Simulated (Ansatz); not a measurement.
Crystal: TeRu.

```
Ru Te
1.0
     0.00000    3.11393    3.11393
     3.11393    0.00000    3.11393
     3.11393    3.11393    0.00000
Ru Te
1 1
Direct
  0.00000 0.00000 0.00000
  0.25000 0.25000 0.25000
```

The cell comes from a database or a generator and needn't be the stable form of this composition.

Base run:

* Program: Ansatz 0.2.0
* Functional: PBEsol
* Potentials or basis: Ansatz PAW
* Cutoff: 420 eV (not typed: the program's choice for these potentials)
* k mesh: 5 × 5 × 5
* Occupations: gaussian, width 0.05 eV
* Spin: no spin polarisation
* Hubbard terms: Ru d U = 6 eV

Its results: band gap on the k mesh none (metal or under the smearing width); pressure -13.6 GPa.

Question: The run is repeated on the same cell with these changes: functional from PBEsol to r2SCAN; cutoff from 420 eV (not typed: the program's choice for these potentials) to 500 eV (not typed: the program's choice for these potentials); spin from no spin polarisation to collinear spin, ferromagnetic start. What comes out?

Answer: Band gap on the k mesh none (metal or under the smearing width); pressure 3.7 GPa; net moment 2.00 μB per cell; site moments Ru +2.15; Te -0.33 μB.

Several settings changed at once, so the effect can't be laid on one alone.

Caveats: the PAW data sets come from PBE, with cores solved anew for the run's functional, which leaves a small shift of forces and pressure; the U is typed as a test and isn't derived for this compound; U without spin polarisation on a metal has little footing (some runs); the magnetic or orbital state may not be the lowest (some runs).
